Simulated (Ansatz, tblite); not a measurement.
# Tris(4-fluorophenyl)sulfonium (C18H12F3S+): a ladder of methods and basis sets

How do method and basis change the picture of tris(4-fluorophenyl)sulfonium (C18H12F3S+) (singlet)?

The runs use Ansatz 0.2.0, Gaussian basis; as each input shows.

Levels to be run: GFN1-xTB, GFN2-xTB, PBE-D4/def2-SVP, r2SCAN-D4/def2-SVP, ωB97M-V/def2-SVP, PBE0-D4/def2-TZVP, PBE-D4/def2-TZVP, HF/STO-3G, HF/6-31G, B3LYP-D4/6-31G, MP2/def2-SVP.

2 further runs of the same task are left out: 2 set aside as unsound or not needed.

## 1. The geometry

The geometry is that of the singlet, from an earlier relaxation (PBE-D4/def2-SVP).

SMILES `Fc1ccc([S+](c2ccc(F)cc2)c2ccc(F)cc2)cc1`, 34 atoms, charge 1, spin multiplicity 1.

Bond lengths: F1–C2 1.329 Å, C2–C3 1.405 Å, C2–C22 1.405 Å, C3–C4 1.399 Å, C3–H23 1.099 Å, C4–C5 1.406 Å, C4–H24 1.099 Å, C5–S6 1.793 Å, C5–C21 1.408 Å, S6–C7 1.794 Å, S6–C14 1.793 Å, C7–C8 1.408 Å, C7–C13 1.406 Å, C8–C9 1.398 Å, C8–H25 1.101 Å, C9–C10 1.405 Å, C9–H26 1.099 Å, C10–F11 1.329 Å and more. Angles: F1–C2–C3 119.0°, F1–C2–C22 119.1°, C3–C2–C22 121.9°, C2–C3–C4 119.2°, C2–C3–H23 119.4°, C4–C3–H23 121.4°, C3–C4–C5 118.8°, C3–C4–H24 120.1°, C5–C4–H24 121.0°, C4–C5–S6 122.2°, C4–C5–C21 121.9°, S6–C5–C21 115.9°, C5–S6–C7 105.1°, C5–S6–C14 105.0°, C7–S6–C14 105.1°, S6–C7–C8 115.9°, S6–C7–C13 122.2°, C8–C7–C13 121.9° and more.

The ion is computed in the gas phase, without counter-ions or solvent.

PBE0-D4/def2-SVP was run before; its log isn't repeated, and its numbers join the tables.

## 2. GFN1-xTB

Tight binding, by tblite at 300 K electronic temperature and without a spin-polarisation term:

```python
tblite.interface.Calculator('GFN1-xTB', numbers, positions, charge=1, uhf=0).singlepoint()
```

Energy -1718.2636 eV, HOMO -15.79 eV, LUMO -12.02 eV; 0.025 s.

## 3. GFN2-xTB

Tight binding, by tblite at 300 K electronic temperature and without a spin-polarisation term:

```python
tblite.interface.Calculator('GFN2-xTB', numbers, positions, charge=1, uhf=0).singlepoint()
```

Energy -1676.9428 eV, HOMO -14.96 eV, LUMO -11.29 eV; 0.021 s.

## 4. PBE-D4/def2-SVP

start.molden holds the orbitals of an earlier run on this state, given as this run's starting guess.

Contents of in.yaml:

```yaml
crystal:
  periodic: [false, false, false]
  atoms:
    - {symbol: F, position_ang: [-4.148080, -3.673407, -0.018011]}
    - {symbol: C, position_ang: [-3.163424, -2.819298, -0.275802]}
    - {symbol: C, position_ang: [-3.042381, -1.661736, 0.510624]}
    - {symbol: C, position_ang: [-2.007356, -0.759600, 0.242734]}
    - {symbol: C, position_ang: [-1.117315, -1.041143, -0.808261]}
    - {symbol: S, position_ang: [0.237369, 0.054615, -1.232612]}
    - {symbol: C, position_ang: [1.628244, -0.526037, -0.260265]}
    - {symbol: C, position_ang: [2.902382, -0.141246, -0.720106]}
    - {symbol: C, position_ang: [4.033066, -0.551467, -0.008109]}
    - {symbol: C, position_ang: [3.865578, -1.352894, 1.133588]}
    - {symbol: F, position_ang: [4.940431, -1.751262, 1.805589]}
    - {symbol: C, position_ang: [2.595394, -1.751808, 1.581744]}
    - {symbol: C, position_ang: [1.460877, -1.333434, 0.878405]}
    - {symbol: C, position_ang: [-0.203945, 1.638198, -0.515623]}
    - {symbol: C, position_ang: [0.194123, 2.011058, 0.780319]}
    - {symbol: C, position_ang: [-0.188717, 3.264566, 1.269380]}
    - {symbol: C, position_ang: [-0.957337, 4.112698, 0.454462]}
    - {symbol: F, position_ang: [-1.317290, 5.303176, 0.922288]}
    - {symbol: C, position_ang: [-1.346093, 3.744294, -0.844721]}
    - {symbol: C, position_ang: [-0.958384, 2.496060, -1.339708]}
    - {symbol: C, position_ang: [-1.247969, -2.193616, -1.606651]}
    - {symbol: C, position_ang: [-2.278661, -3.096625, -1.331068]}
    - {symbol: H, position_ang: [-3.765678, -1.479986, 1.318249]}
    - {symbol: H, position_ang: [-1.907117, 0.158047, 0.839995]}
    - {symbol: H, position_ang: [3.015744, 0.477402, -1.623443]}
    - {symbol: H, position_ang: [5.046462, -0.272937, -0.330746]}
    - {symbol: H, position_ang: [2.513344, -2.389255, 2.473740]}
    - {symbol: H, position_ang: [0.460339, -1.648749, 1.207887]}
    - {symbol: H, position_ang: [0.804892, 1.339625, 1.401445]}
    - {symbol: H, position_ang: [0.104071, 3.600618, 2.274619]}
    - {symbol: H, position_ang: [-1.935890, 4.445152, -1.453180]}
    - {symbol: H, position_ang: [-1.244912, 2.195503, -2.359319]}
    - {symbol: H, position_ang: [-0.554089, -2.387930, -2.438517]}
    - {symbol: H, position_ang: [-2.417676, -4.008570, -1.928923]}
basis:
  gaussian: {orbitals: def2-SVP, initial_orbitals: start.molden}
total_charge: 1
hamiltonian: {xc: pbe, dispersion: d4}
scf: {omitted_lower_state_checks: [starts]}
output: {orbitals: {seedname: orbitals}}
```

On the command line:

```sh
$ ansatz run in.yaml --threads 8 --pin off --events-out ev --progress --plain --max-ram 19148MiB
```

Further steps of the session: r2SCAN-D4/def2-SVP; ωB97M-V/def2-SVP; PBE0-D4/def2-TZVP; PBE-D4/def2-TZVP; HF/STO-3G; HF/6-31G; B3LYP-D4/6-31G; MP2/def2-SVP.

Before running them: what should the planned runs give, taken together? Wanted: gap in def2-SVP, named functionals, smallest and largest; correlation energy, MP2/def2-SVP; PBE0 total energy, smallest basis above largest.

**Answer**, as computed:

| quantity | value |
| --- | --- |
| gap in def2-SVP, named functionals, smallest and largest | 3.89 eV (PBE-D4), 9.76 eV (ωB97M-V) |
| correlation energy, MP2/def2-SVP | -81.67 eV |
| PBE0 total energy, smallest basis above largest | 33.40 eV (def2-SVP, def2-TZVP) |

**Reading.** Over the named functionals in def2-SVP the gap runs from 3.89 eV (PBE-D4) to 9.76 eV (ωB97M-V); exact exchange widens it.
